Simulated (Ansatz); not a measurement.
# Ga4Si: the cost of one run

All numbers below are computed with Ansatz 0.2.0 (DFT PBE, scalar-relativistic, plane waves, PAW).

**1. Starting point**

The cell holds 20 atoms (Ga16Si4): a = 7.236 Å, b = 7.236 Å, c = 7.236 Å, α = 80.92°, β = 80.92°, γ = 80.92°.

The sites of an ideal bcc lattice, at a guessed lattice constant, take 16 Ga, 4 Si (sublattices apart by semicolons), with a shake of 0.02 Å. Warren-Cowley parameters of the first shell (negative: unlike neighbours preferred): Ga-Si -0.25. In a cell this small the draw can fall short of the order aimed at.

Coordinates:

```xyz
20
Lattice="-4.9803 4.9803 -1.6601 -4.9803 -1.6601 4.9803 1.6601 4.9803 4.9803" Properties=species:S:1:pos:R:3 pbc="T T T"
Si   -3.2947    3.3261   -0.0092
Si   -4.9779    1.6436    4.9802
Si   -4.9758    4.9624    4.9877
Si   -1.6355    4.9885    4.9634
Ga    1.6091    4.9683    4.9887
Ga   -3.2995    6.6228    6.6205
Ga   -3.3446   -0.0062    3.3134
Ga   -1.6571    1.6191    1.6825
Ga   -6.6480    3.3058    3.3491
Ga   -4.9751    4.9694    1.6428
Ga   -3.3276    3.3179    3.2878
Ga   -1.6831    4.9631    1.6387
Ga   -6.6392    6.6275    3.3443
Ga   -0.0176    3.3304    3.3420
Ga   -8.2971    4.9684    4.9861
Ga   -3.2849    6.6213    3.3278
Ga   -3.3148    3.3175    6.6379
Ga   -6.6624    6.6221    6.6325
Ga   -4.9767    8.3294    4.9781
Ga   -4.9880    4.9798    8.2902
```

**2. Relaxing on a coarse mesh**

Cell and atoms move without symmetry, on a coarse mesh with loose thresholds.

Contents of input.yaml:

```yaml
crystal:
  lattice:
    - [-4.98025548, 4.98025548, -1.66008516]
    - [-4.98025548, -1.66008516, 4.98025548]
    - [1.66008516, 4.98025548, 4.98025548]
  atoms:
    - { symbol: Si, position: [0.598784894, 0.0965092407, 0.1012371685] }
    - { symbol: Si, position: [0.2982988136, 0.8007789757, 0.2986477231] }
    - { symbol: Si, position: [0.5975380079, 0.6013438473, 0.5993251632] }
    - { symbol: Si, position: [0.2995372705, 0.2957520872, 0.8007003577] }
    - { symbol: Ga, position: [0.0030230293, 0.0060922405, 0.9966083094] }
    - { symbol: Ga, position: [0.4977337457, 0.4973974313, 0.997867584] }
    - { symbol: Ga, position: [0.1020589025, 0.601972541, 0.0973635821] }
    - { symbol: Ga, position: [0.1946829703, 0.2042258938, 0.1985008692] }
    - { symbol: Ga, position: [0.6976460053, 0.7041746224, 0.2008546834] }
    - { symbol: Ga, position: [0.7995913906, 0.2986248785, 0.2977751191] }
    - { symbol: Ga, position: [0.4024140645, 0.3978821089, 0.3964293457] }
    - { symbol: Ga, position: [0.5018163631, 0.0011813126, 0.4951375903] }
    - { symbol: Ga, position: [0.997283432, 0.5028591552, 0.5010871025] }
    - { symbol: Ga, position: [0.1011990625, 0.1029418034, 0.6018361257] }
    - { symbol: Ga, position: [0.8982812678, 0.9009407834, 0.3996509274] }
    - { symbol: Ga, position: [0.6946370027, 0.1986533101, 0.7010990464] }
    - { symbol: Ga, position: [0.1994212726, 0.6994566789, 0.6998666088] }
    - { symbol: Ga, position: [0.8008190268, 0.8023772635, 0.7963147707] }
    - { symbol: Ga, position: [0.9024245424, 0.3977448125, 0.9026356035] }
    - { symbol: Ga, position: [0.4012675982, 0.8998038643, 0.8985688589] }
  symmetry: { detect: false }
basis:
  ecutwfc: 420
kpoints:
  mp_grid: { grid: [2, 2, 2], shift: [0.5, 0.5, 0.5] }
hamiltonian:
  xc: pbe
scf:
  occupations: { method: gaussian, width: 0.1 }
  lower_state_search: "off"
output:
  forces: true
  stress: true
  eigenvalues: true
relax:
  adjacent_minimum: "off"
  f_tol: 0.04
  max_steps: 50
  cell: { stress_tol: 0.3 }
```

The run is started by

```
$ ansatz run input.yaml --threads 4 --pin off --max-ram 9216MiB --backend cpu --events-out ev --progress --plain --runs-dir out
```

**Question.** How long does this run take on 4 threads of Intel Xeon at 2.50GHz (Skylake/Cascade Lake), shared host, and how much memory does it need?

About 9.4 min, with a peak of 1.2 GiB.
